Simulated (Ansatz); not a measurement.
# Al4Ru3: the cost of one run

Program: Ansatz 0.2.0. Level of theory: DFT PBE, scalar-relativistic, plane waves, PAW, unless a step names another level. These are calculated values, not measurements.

9 further runs of the same task are left out: 9 set aside as unsound or not needed.

### 1 The formula and the candidates

Pauling electronegativities: Al 1.61, Ru 2.20 (spread 0.59). It is an alloy, so charge balance gives no guide. Tabulated atomic sizes suggest about 14 Å³/atom. 23 candidates were drawn, by swapping species into database cells of other compounds, at random by space group and Wyckoff sites, or by hand, as the table says:

```csv
name,made from,space group no.,Wyckoff sites,atoms (primitive cell),V (Å³/atom)
c01,random,191,"Al 2e, 2d; Ru 3g",7,15.6
c02,built by hand: Pt3O4,223,Al 8e; Ru 6c,14,14.0
c03,database cell of Zr4Al3,191,"Al 2e, 2d; Ru 3f",7,17.7
c04,database cell of Zr3Se4,65,"Al 4j, 4g; Ru 4e, 2d",7,14.2
c05,random,191,"Al 4h; Ru 2d, 1a",7,14.4
c06,built by hand: Al3Os2-related B2/MoSi2 intergrowth,139,"Al 4e, 4e; Ru 4e, 2a",7,14.0
c07,random,139,"Al 8j; Ru 4d, 2b",7,17.3
c08,random,221,"Al 3c, 1b; Ru 3d",7,16.3
c09,random,216,"Al 16e; Ru 4b, 4c, 4d",7,14.0
c10,"built by hand: Vacancy-layered B2, Al3Ni2-related",166,"Al 6c, 6c; Ru 6c, 3b",7,14.0
c11,database cell of Nb4N3,139,"Al 4c, 4e; Ru 4d, 2a",7,13.1
c12,database cell of Ti4H3,111,"Al 4n; Ru 1a, 1c, 1d",7,14.2
c13,random,99,"Al 2c, 1a, 1a; Ru 1a, 2c",7,17.8
c14,random,183,"Al 2b, 1a, 1a; Ru 3c",7,15.8
c15,random,191,"Al 2d, 2c; Ru 3g",7,15.7
c16,built by hand: Zr4Al3,191,"Al 2e, 2d; Ru 3f",7,14.0
c17,random,183,"Al 3c, 1a; Ru 3c",7,14.1
c18,database cell of Sn3As4,215,Al 4e; Ru 3d,7,16.1
c19,random,189,"Al 3g, 1b; Ru 2e, 1a",7,17.2
c20,random,191,"Al 3g, 1a; Ru 3f",7,16.2
c21,random,123,"Al 4i; Ru 1d, 2e",7,14.3
c22,random,216,"Al 16e; Ru 4b, 4d, 4a",7,14.7
c23,random,99,"Al 4d; Ru 2c, 1b",7,16.6
```

### 2 Screening run of c06

File input.yaml:

```yaml
crystal:
  lattice:
    - [-1.525, 1.525, 10.55]
    - [1.525, -1.525, 10.55]
    - [1.525, 1.525, -10.55]
  atoms:
    - { symbol: Al, position: [0.286, 0.286, 0.0] }
    - { symbol: Al, position: [0.714, 0.714, 0.0] }
    - { symbol: Al, position: [0.429, 0.429, 0.0] }
    - { symbol: Al, position: [0.571, 0.571, 0.0] }
    - { symbol: Ru, position: [0.857, 0.857, 0.0] }
    - { symbol: Ru, position: [0.143, 0.143, 0.0] }
    - { symbol: Ru, position: [0.0, 0.0, 0.0] }
basis:
  ecutwfc: 420
kpoints:
  mp_grid: { grid: [7, 7, 7] }
hamiltonian:
  xc: pbe
scf:
  occupations: { method: gaussian, width: 0.2 }
  lower_state_search: "off"
output:
  forces: true
  stress: true
  eigenvalues: true
relax:
  adjacent_minimum: "off"
  f_tol: 0.08
  max_steps: 16
  cell: { stress_tol: 0.8 }
```

The run is started by

```console
$ ansatz run input.yaml --threads 1 --pin off --max-ram 2560MiB --backend cpu --events-out ev --progress --plain --runs-dir out
```

What time and memory should one allow on 1 thread of AMD EPYC 7R43 (Zen 3), shared host?

About 46 s, with a peak of 0.47 GiB.
